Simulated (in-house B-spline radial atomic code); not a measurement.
# Tm³¹⁺: ionisation energy by several methods

Wanted: one ionisation energy, Tm³¹⁺ to configuration [Kr] 4d1, up the ladder of functionals.

The numbers are computed with in-house B-spline radial atomic code version 1 (Dirac-Coulomb, several functionals; spherical all-electron atom at the radial basis limit), except any that are marked as measured or tabulated.

### 1 The atom as given

| Item | Value |
| --- | --- |
| element | thulium (Z = 69) |
| charge | +31 |
| electrons | 38 |
| configuration | [Kr] 4d2 |
| nucleus | Fermi, rms radius 5.226 fm |

The outer shells:

[Kr] 4d2
```
[Kr] core
4d [↑ ][↑ ][  ][  ][  ]
```

The boxes only draw the filling; these runs are spin-restricted and spherical.

### 2 AM05

Settings of the run:

```ini
Z = 69
electrons = 38.0
configuration = [Kr] 4d2
hamiltonian = dirac
method = am05
spin_polarised = False
nucleus = fermi
rms_radius = 5.2256
mass_number = 169
atomic_mass = 168.934218956
speed_of_light = 137.035999084
```

### 3 PW91

Settings: those of step 2 with these lines changed.

```diff
@@ -4,3 +4,3 @@
 hamiltonian = dirac
-method = am05
+method = pw91,pw91
 spin_polarised = False
```

The tabulated ionisation energy is 1207 ± 4 eV (tabulated theoretical; NIST Atomic Spectra Database). What does each method give, and which comes nearest?

As calculated:

| method | rung | total energy (hartree) | ΔSCF (eV) | with Breit, QED, recoil (eV) | −ε highest (eV) | corrected ΔSCF less tabulated (eV) |
| --- | --- | --- | --- | --- | --- | --- |
| AM05 | GGA | -13068.4788 | 1200.69 | 1200.24 | 1171.09 (4d5/2) | -6.76 |
| PW91 | GGA | -13077.9409 | 1200.83 | 1200.37 | 1171.25 (4d5/2) | -6.63 |

What this shows: The tabulated ionisation energy is 1207 ± 4 eV (tabulated theoretical; NIST Atomic Spectra Database). PW91 comes nearest (-6.63 eV) and AM05 is farthest (-6.76 eV, 0.56 %). All methods miss on the same side by much the same amount, which points to something that they share. Open shells are averaged (over orientations, and over spins where the run is restricted), while tables refer to the lowest levels.

Members of this set that are not shown: 2 used exact exchange with fractional occupations of an open shell, which is unsound here.
